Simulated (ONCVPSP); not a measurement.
# Promethium: generating and testing an ONCV potential

Task: generate the file, and judge it by its errors in other configurations, its logarithmic derivatives, its ghosts and its cutoff.

The numbers are computed with ONCVPSP 4.0.1.1 (patched build) (PBE, scalar-relativistic, spin-unpolarised reference atom).

### Step 1. Starting point

The settings as typed:

- element: promethium (Pm, Z = 61)
- type: optimised norm-conserving Vanderbilt (ONCV)
- frozen core: [Kr] 4d10
- valence charge: 15
- reference configuration: 4f5 5s2 5p6 6s1 (charge +1)
- partial waves: 5s+6s: rc 2.45 bohr, ncon 3, nbas 7, qcut 5.1 1/bohr, 2 projectors; 5p: rc 2.65 bohr, ncon 4, nbas 8, qcut 6.1 1/bohr, 2 projectors, debl 0.7 Ha; d scattering state at 0.41 Ha: rc 2.45 bohr, ncon 3, nbas 7, qcut 4.7 1/bohr, 2 projectors, debl 3.4 Ha; 4f: rc 1.20 bohr, ncon 4, nbas 8, qcut 14.7 1/bohr, 1 projector
- local potential: polynomial inside 0.80 bohr (lpopt 4, dvloc0 0 Ha)
- core correction: polynomial model core, fcfact 0.25

An earlier all-electron run gives the scale for the radii.

All-electron outer shells of the reference configuration (PBE, scalar-relativistic, ld1.x):

```json
{"shell": "5s", "level (eV)": "-47.94", "outermost node (bohr)": "0.70", "outermost maximum (bohr)": "1.29"}
{"shell": "5p", "level (eV)": "-28.72", "outermost node (bohr)": "0.75", "outermost maximum (bohr)": "1.46"}
{"shell": "6s", "level (eV)": "-8.31", "outermost node (bohr)": "1.73", "outermost maximum (bohr)": "3.50"}
{"shell": "4f", "level (eV)": "-8.15", "outermost node (bohr)": "–", "outermost maximum (bohr)": "0.64"}
{"shell": "5d", "level (eV)": "-7.27", "outermost node (bohr)": "0.86", "outermost maximum (bohr)": "2.12"}
{"shell": "6p", "level (eV)": "-5.27", "outermost node (bohr)": "2.06", "outermost maximum (bohr)": "4.43"}
```

### Step 2. The generation run

Pm.dat reads:

```
# ATOM AND REFERENCE CONFIGURATION
# atsym  z   nc   nv     iexc    psfile
  Pm 61.00    9    4        4      upf
#
#   n    l    f
    1    0    2.00
    2    0    2.00
    2    1    6.00
    3    0    2.00
    3    1    6.00
    3    2   10.00
    4    0    2.00
    4    1    6.00
    4    2   10.00
    4    3    5.00
    5    0    2.00
    5    1    6.00
    6    0    1.00
#
# PSEUDOPOTENTIAL AND OPTIMIZATION
# lmax
    3
#
#   l,   rc,      ep,       ncon, nbas, qcut
    0    2.45    0.00    3    7    5.10
    1    2.65    0.00    4    8    6.10
    2    2.45    0.41    3    7    4.70
    3    1.20    0.00    4    8   14.70
#
# LOCAL POTENTIAL
# lloc, lpopt,  rc(5),   dvloc0
    4    4    0.80    0.00
#
# VANDERBILT-KLEINMAN-BYLANDER PROJECTORs
# l, nproj, debl
    0    2    2.50
    1    2    0.70
    2    2    3.40
    3    1    2.20
#
# MODEL CORE CHARGE
# icmod, fcfact, rcfact
    1    0.25    0.00
#
# LOG DERIVATIVE ANALYSIS
# epsh1, epsh2, depsh
   -3.00    5.00    0.02
#
# OUTPUT GRID
# rlmax, drl
    6.00    0.01
#
# TEST CONFIGURATIONS
# ncnf
    4
# nvcnf
#   n    l    f
    4
    4    3    5.00
    5    0    2.00
    5    1    6.00
    6    0    2.00
#
    4
    4    3    5.00
    5    0    2.00
    5    1    6.00
    6    0    0.00
#
    4
    4    3    4.00
    5    0    2.00
    5    1    6.00
    6    0    0.00
#
    5
    4    3    4.00
    5    0    2.00
    5    1    6.00
    6    0    2.00
    5    2    1.00
#
```

On the command line:

```console
oncvpsp.x < Pm.dat > Pm.out
```

What does the calculation give? Wanted: cutoffs for 1 and 0.1 mHa per electron, occupied waves; bound ghosts; GHOST(+) flags; configuration tests; largest phase difference near zero energy, channels read; rms error of d²Exc/dn², without and with the model core; projector energies reset by the program.

As calculated:

| quantity | value |
| --- | --- |
| cutoffs for 1 and 0.1 mHa per electron, occupied waves | 88 Ha and 97 Ha |
| bound ghosts | s at -205.25 eV, p at -30.12 eV |
| GHOST(+) flags | d at 161 eV |
| configuration tests | no usable energy difference |
| largest phase difference near zero energy, channels read | 0.003 rad |
| rms error of d²Exc/dn², without and with the model core | 8.61 and 2.73 mHa |
| projector energies reset by the program | p: -1.056, 0.250 Ha; d: 0.050, 3.450 Ha |

What this shows: A bound ghost (s, p) makes it unfit for use: electrons can fall into a state that the atom doesn't have. Of the tests 3 gave no usable energy difference, which is a warning in itself. The potential is very hard: the looser tolerance needs 88 Ha. At the looser tolerance the 4f wave is the slowest; 5s needs 8 Ha. Near zero energy the phases of the channels with partial waves agree within 0.003 rad. The pseudo curves have a pole with no partner nearby in the atom's: p at -1.12 Ha. The program also flags highly localised states, GHOST(+) (d). These are tests on the free atom; a crystal test is still owed.
